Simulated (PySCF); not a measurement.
# I²⁺, I³⁺: ionisation energy in x2c-SVPall

Each state of iodine is computed at each level; their differences give the ionisation energy. How far do the methods differ?

Program: PySCF 2.14.0. Level of theory: unrestricted determinants in a Gaussian basis, no spin-orbit coupling in the energies. These are calculated values, not measurements, unless marked.

7 further runs of the same task are left out: 7 set aside as unsound or not needed.

## (1) Starting point

| Quantity | Value |
| --- | --- |
| Element | iodine (Z = 53) |
| Basis | x2c-SVPall |
| Hamiltonian | scalar relativity by spin-free X2C-1e |
| State 1 | I²⁺: [Kr] 4d10 5s2 5p3, high-spin 4S determinant |
| State 2 | I³⁺: [Kr] 4d10 5s2 5p2, high-spin 3P determinant |
| Methods | UHF, PBE, M06-2X, MP2, CCSD(T) |
| Core shells frozen in the correlated runs | valence: [Kr] 4d10 (for I²⁺) |

The outer shells:

I2+ [Kr] 4d10 5s2 5p3
```
[Kr] core
4d [↑↓][↑↓][↑↓][↑↓][↑↓]
5s [↑↓]
5p [↑ ][↑ ][↑ ]
```

I3+ [Kr] 4d10 5s2 5p2
```
[Kr] core
4d [↑↓][↑↓][↑↓][↑↓][↑↓]
5s [↑↓]
5p [↑ ][↑ ][  ]
```

One driver process ran all states and methods and kept the integrals in memory. Each run is shown as a PySCF script that sums up its settings (the driver passes frozen orbitals as a list and adds second-order terms of double hybrids); the logs are those of the runs themselves. The driver starts from symmetry-adapted Hartree-Fock orbitals, holds the occupation by maximum overlap and uses a logarithmic radial grid for functionals, so a plain start would take other cycles.

It was started by

```bash
$ OMP_NUM_THREADS=1 python atomrun2.py TASK.json OUT
```

The integrals over 36 functions and the set-up took 0.32 s of CPU time.

## (2) I²⁺: the ladder of methods

UHF:

Contents of input.py:

```python
from pyscf import gto, scf, dft, mp, cc
import basis_set_exchange as bse
mol = gto.M(atom="I 0 0 0", charge=2, spin=3, symmetry="D2h",
            basis=gto.basis.parse(bse.get_basis("x2c-SVPall", elements=["I"], fmt="nwchem", header=False)),
            nucmod="G")
mf = scf.UHF(mol).sfx2c1e()
mf.irrep_nelec = {'Ag': (9, 9), 'B1g': (2, 2), 'B2g': (2, 2), 'B3g': (2, 2), 'B1u': (4, 3), 'B2u': (4, 3), 'B3u': (4, 3)}
mf.kernel()
```

PBE:

Changes to input.py:

```diff
@@ -5,3 +5,3 @@
             nucmod="G")
-mf = scf.UHF(mol).sfx2c1e()
+mf = dft.UKS(mol, xc="PBE").sfx2c1e()
 mf.irrep_nelec = {'Ag': (9, 9), 'B1g': (2, 2), 'B2g': (2, 2), 'B3g': (2, 2), 'B1u': (4, 3), 'B2u': (4, 3), 'B3u': (4, 3)}
```

M06-2X:

Changes to input.py:

```diff
@@ -5,3 +5,3 @@
             nucmod="G")
-mf = dft.UKS(mol, xc="PBE").sfx2c1e()
+mf = dft.UKS(mol, xc="M062X").sfx2c1e()
 mf.irrep_nelec = {'Ag': (9, 9), 'B1g': (2, 2), 'B2g': (2, 2), 'B3g': (2, 2), 'B1u': (4, 3), 'B2u': (4, 3), 'B3u': (4, 3)}
```

MP2 (valence):

Changes to input.py:

```diff
@@ -5,4 +5,5 @@
             nucmod="G")
-mf = dft.UKS(mol, xc="M062X").sfx2c1e()
+mf = scf.UHF(mol).sfx2c1e()
 mf.irrep_nelec = {'Ag': (9, 9), 'B1g': (2, 2), 'B2g': (2, 2), 'B3g': (2, 2), 'B1u': (4, 3), 'B2u': (4, 3), 'B3u': (4, 3)}
 mf.kernel()
+mp.UMP2(mf, frozen=23).kernel()
```

CCSD(T) (valence):

Changes to input.py:

```diff
@@ -8,2 +8,3 @@
 mf.kernel()
-mp.UMP2(mf, frozen=23).kernel()
+mycc = cc.CCSD(mf, frozen=23).run()
+mycc.ccsd_t()
```

## (3) I³⁺: the ladder of methods

UHF:

Contents of input.py:

```python
from pyscf import gto, scf, dft, mp, cc
import basis_set_exchange as bse
mol = gto.M(atom="I 0 0 0", charge=3, spin=2, symmetry="D2h",
            basis=gto.basis.parse(bse.get_basis("x2c-SVPall", elements=["I"], fmt="nwchem", header=False)),
            nucmod="G")
mf = scf.UHF(mol).sfx2c1e()
mf.irrep_nelec = {'Ag': (9, 9), 'B1g': (2, 2), 'B2g': (2, 2), 'B3g': (2, 2), 'B1u': (4, 3), 'B2u': (4, 3), 'B3u': (3, 3)}
mf.kernel()
```

PBE:

Changes to input.py:

```diff
@@ -5,3 +5,3 @@
             nucmod="G")
-mf = scf.UHF(mol).sfx2c1e()
+mf = dft.UKS(mol, xc="PBE").sfx2c1e()
 mf.irrep_nelec = {'Ag': (9, 9), 'B1g': (2, 2), 'B2g': (2, 2), 'B3g': (2, 2), 'B1u': (4, 3), 'B2u': (4, 3), 'B3u': (3, 3)}
```

M06-2X:

Changes to input.py:

```diff
@@ -5,3 +5,3 @@
             nucmod="G")
-mf = dft.UKS(mol, xc="PBE").sfx2c1e()
+mf = dft.UKS(mol, xc="M062X").sfx2c1e()
 mf.irrep_nelec = {'Ag': (9, 9), 'B1g': (2, 2), 'B2g': (2, 2), 'B3g': (2, 2), 'B1u': (4, 3), 'B2u': (4, 3), 'B3u': (3, 3)}
```

MP2 (valence):

Changes to input.py:

```diff
@@ -5,4 +5,5 @@
             nucmod="G")
-mf = dft.UKS(mol, xc="M062X").sfx2c1e()
+mf = scf.UHF(mol).sfx2c1e()
 mf.irrep_nelec = {'Ag': (9, 9), 'B1g': (2, 2), 'B2g': (2, 2), 'B3g': (2, 2), 'B1u': (4, 3), 'B2u': (4, 3), 'B3u': (3, 3)}
 mf.kernel()
+mp.UMP2(mf, frozen=23).kernel()
```

CCSD(T) (valence):

Changes to input.py:

```diff
@@ -8,2 +8,3 @@
 mf.kernel()
-mp.UMP2(mf, frozen=23).kernel()
+mycc = cc.CCSD(mf, frozen=23).run()
+mycc.ccsd_t()
```

Q: Predict the outcome of this session.

**Answer**, as computed:

| quantity | value |
| --- | --- |
| ionisation energy, I²⁺ | UHF 29.920, CCSD(T) (valence) 30.158 eV; reference 29.57 ± 0.025 |

Accuracy against cost (mean over 1 difference):

```
           method  mean absolute miss against CCSD(T) (valence) (eV)  CPU time, both states (s)
              UHF                                              0.239                       0.14
              PBE                                              0.232                       0.83
           M06-2X                                              0.327                        1.4
    MP2 (valence)                                              0.029                       0.16
SCS-MP2 (valence)                                              0.066                       0.16
   CCSD (valence)                                              0.003                           
CCSD(T) (valence)                                              0.000                       0.29
```

**Reading.** The methods span 0.565 eV, from UHF (29.920) to M06-2X (30.485). The reference is uncertain or not like for like (spin-orbit coupling or other relativistic terms), so no ranking of close methods is drawn. All values hold for this basis alone; no basis-set limit was taken. The dearest level timed, M06-2X, costs 10 times the cheapest, UHF, and differs from CCSD(T) (valence) by 0.33 against 0.24 eV; CCSD(T) (valence) in this basis is a yardstick, not the exact answer.
